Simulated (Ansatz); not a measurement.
**CH5BrSeSi: rigid scan of one bond length in Python**

How does the energy of CH5BrSeSi change as one bond is stretched? A script is to give a rigid scan of one bond length; the system is CH5BrSeSi.

All numbers are computed with Ansatz 0.2.0, driven from Python. Level of theory: B3LYP/def2-SVP.

## Step 1: The structure

Bond lengths: C1–Si2 1.808 Å, Si2–Se3 2.250 Å, Si2–Br4 2.261 Å, C1–H5 1.125 Å, C1–H6 1.146 Å, C1–H7 1.116 Å, Si2–H8 1.432 Å, Se3–H9 1.508 Å. Angles: C1–Si2–Se3 108.4°, C1–Si2–Br4 109.4°, C1–Si2–H8 110.9°, Se3–Si2–Br4 107.8°, Se3–Si2–H8 108.5°, Br4–Si2–H8 111.8°, Si2–C1–H5 112.1°, Si2–C1–H6 111.9°, Si2–C1–H7 113.1°, H5–C1–H6 103.8°, H5–C1–H7 107.2°, H6–C1–H7 108.1°, Si2–Se3–H9 92.8°.

No structure file is read: the coordinates are typed or built in the script.

## Step 2: The code

scan_ch5brsesi.py

```python
"""Potential curve of CH5BrSeSi along one bond."""

import ansatz as az
import matplotlib.pyplot as plt
import numpy as np

BASIS = "def2-SVP"
FUNCTIONAL = "B3LYP"

GEOMETRY = """
C    -0.71310    0.77420   -0.43140
Si   -0.11610   -0.71350    0.40540
Se    1.81830   -0.21650    1.44160
Br    0.31380   -2.31650   -1.12970
H    -0.93130    1.60780    0.29260
H    -1.71690    0.59650   -0.95570
H     0.00720    1.17230   -1.18560
H    -1.05680   -1.15910    1.38890
H     2.48350    0.20850    0.15680
"""

system = az.Crystal.molecule()
for line in GEOMETRY.strip().splitlines():
    symbol, *xyz = line.split()
    system = system.atom(symbol, [float(v) for v in xyz])

symbols = [site.symbol for site in system.cartesian_sites]
start = np.array([site.position_ang for site in system.cartesian_sites])
axis = (start[2] - start[1]) / np.linalg.norm(start[2] - start[1])
moving = [2, 8]
lengths, energies = [1.91, 2.07, 2.25, 2.48, 2.81, 3.38, 4.05, 4.95], []
for length in lengths:
    xyz = start.copy()
    xyz[moving] += (length - np.linalg.norm(start[2] - start[1])) * axis
    point = az.Crystal.molecule()
    for symbol, place in zip(symbols, xyz):
        point = point.atom(symbol, place.tolist())
    job = point.calculation()
    job = job.basis(gaussian=BASIS)
    job = job.functional(FUNCTIONAL)
    job = job.spin("collinear")
    rep = job.run(threads=1, pin="off").report
    energies.append(rep["free_energy_ev"])
    print(f"r = {length:6.3f} A  E = {energies[-1]:.5f} eV  <S^2> = {abs(rep['mean_field']['state']['spin_squared']):.3f}")

print("energy above the lowest point (eV):", [round(e - min(energies), 3) for e in energies])
plt.figure(figsize=(4.5, 3))
plt.plot(lengths, np.array(energies) - min(energies), "o-")
plt.xlabel("bond length (A)")
plt.ylabel("E - E(min) (eV)")
plt.tight_layout()
plt.savefig("scan.png", dpi=100)
```

## Step 3: What the engine is handed

The package turns the script's settings into the engine's input (first run):

```yaml
crystal:
  periodic: [false, false, false]
  atoms:
    - { symbol: C, position_ang: [-0.7131, 0.7742, -0.4314] }
    - { symbol: Si, position_ang: [-0.1161, -0.7135, 0.4054] }
    - { symbol: Se, position_ang: [1.525970751104649, -0.29160733907205827, 1.2850079984980547] }
    - { symbol: Br, position_ang: [0.3138, -2.3165, -1.1297] }
    - { symbol: H, position_ang: [-0.9313, 1.6078, 0.2926] }
    - { symbol: H, position_ang: [-1.7169, 0.5965, -0.9557] }
    - { symbol: H, position_ang: [0.0072, 1.1723, -1.1856] }
    - { symbol: H, position_ang: [-1.0568, -1.1591, 1.3889] }
    - { symbol: H, position_ang: [2.1911707511046488, 0.13339266092794175, 0.00020799849805480664] }
basis:
  gaussian:
    orbitals: def2-SVP
hamiltonian:
  xc: b3lyp
magnetization:
  spin_polarized: true
```

## Step 4: Launch

Launch:

```bash
> python scan_ch5brsesi.py
```

Without the output at hand: what should come out? Wanted: range of energy; lowest point, distance.

The runs gave:

| quantity | value |
| --- | --- |
| runs compared | 8 |
| range of energy | 3.167 eV |
| lowest point, distance (Å) | 2.25 |

What this shows: The lowest point, at 2.25, lies inside the range. The ends stand 1.73 and 3.17 eV above it. The distance scanned is the script's pair 1, 2. <S²> moves from 0.00 to 0.93: along the scan the mean field breaks spin symmetry. The dearest, run 7 (distance 4.05), took some 4.7 times as long as run 4 (distance 2.48). Reading the output:
- The rest of the molecule is held rigid at a force-field or estimated start geometry, and the basis set is modest; single-reference methods fail as a bond breaks.
- b3lyp holds the VWN-RPA fit, as in Gaussian; the form of ORCA and Turbomole is b3lyp5.
